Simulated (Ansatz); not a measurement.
**GeAsH3 (triplet): wave-function methods side by side, cc-pVDZ**

One table from this session's results is given with a row withheld; the runs are named, their logs left out.

Program: Ansatz 0.2.0, Gaussian basis. Level of theory: cc-pVDZ, core rule «outside noble gas», up to 28 orbitals frozen. These are calculated values, not measurements.

Plan: UHF; CCSD(T) on ROHF; CCSD(T) on UHF; BCCD(T) on ROHF; CISD; CCSDT(Q) on ROHF; CCSDT(Q) on UHF; CASSCF and MRCISD+Q, 12 electrons in 11 orbitals; CASSCF and NEVPT2, 12 electrons in 11 orbitals.

4 further runs of the same task are left out: 4 set aside as unsound or not needed.

**The geometry**

The geometry is a PBE0/def2-TZVP stationary point (not a proven minimum) of the parent state, kept for this charge and spin. No spin-orbit coupling is included. The filled d shell of Ge, As may be among the frozen orbitals whatever the setting's name suggests; the logs give the count.

5 atoms, charge 0, spin multiplicity 3.

Atoms are counted from 1 here; the program's logs count them from 0.

Bond lengths: Ge1–As2 2.224 Å, Ge1–H3 1.535 Å, Ge1–H4 1.535 Å, As2–H5 1.527 Å. Angles: As2–Ge1–H3 126.7°, As2–Ge1–H4 122.0°, H3–Ge1–H4 111.3°, Ge1–As2–H5 89.5°.

Geometry (Å):

```xyz
5
AsGeH3
Ge    0.0000    0.0130    1.1097
As    0.0000   -0.0326   -1.1138
H     0.0000    1.2621    2.0021
H     0.0000   -1.2714    1.9501
H     0.0000    1.4941   -1.1312
```

Set-up of the first run:

in.yaml reads:

```yaml
crystal:
  periodic: [false, false, false]
  atoms:
    - {symbol: Ge, position_ang: [0.000000, 0.013038, 1.109668]}
    - {symbol: As, position_ang: [0.000000, -0.032616, -1.113827]}
    - {symbol: H, position_ang: [0.000000, 1.262112, 2.002050]}
    - {symbol: H, position_ang: [0.000000, -1.271440, 1.950143]}
    - {symbol: H, position_ang: [0.000000, 1.494075, -1.131152]}
basis:
  gaussian: {orbitals: cc-pVDZ}
magnetization: {spin_polarized: true, initial_magnetization: 2}
hamiltonian: {xc: hf}
output: {orbitals: {seedname: orbitals}}
```

Run with:

```
$ ansatz run in.yaml --threads 1 --pin off --events-out ev --progress --plain --max-ram 4096MiB --backend cpu
```

Steps of the session up to this table: UHF; CCSD(T) on ROHF; CCSD(T) on UHF; BCCD(T) on ROHF; CISD; CCSDT(Q) on ROHF; CCSDT(Q) on UHF; CASSCF and MRCISD+Q, 12 electrons in 11 orbitals; CASSCF and NEVPT2, 12 electrons in 11 orbitals.

One table of the session follows, with a row left open; its other results are not shown here.

| method | from UCCSDT(Q) (meV) |
| --- | --- |
| ROHF | +6085.8 |
| UHF | +5875.5 |
| RMP2 | +1222.6 |
| UMP2 | +1235.9 |
| CISD | +680.6 |
| RCCSD | +195.6 |
| UCCSD | +185.1 |
| RCCSD(T) | +43.5 |
| UCCSD(T) | ? |
| BCCD(T) | +43.2 |
| RCCSDT | +14.3 |
| UCCSDT | +7.5 |
| RCCSDT(Q) | +6.7 |
| UCCSDT(Q) | 0 |
| CASSCF valence | +4234.1 |
| NEVPT2 valence | +1051.3 |
| MRCISD valence | +339.8 |
| MRCISD+Q valence | +31.9 |

Estimate the missing values for UCCSD(T).

**Answer.** from UCCSDT(Q) (meV): +37.2. In the column «from UCCSDT(Q) (meV)» it lies between MRCISD+Q valence (+31.9) and BCCD(T) (+43.2).

Caveats from the session: Restricted and unrestricted rows rest on different reference determinants; where their highest levels disagree by more than a few hundredths of an eV, they describe different states and don't form one ladder.
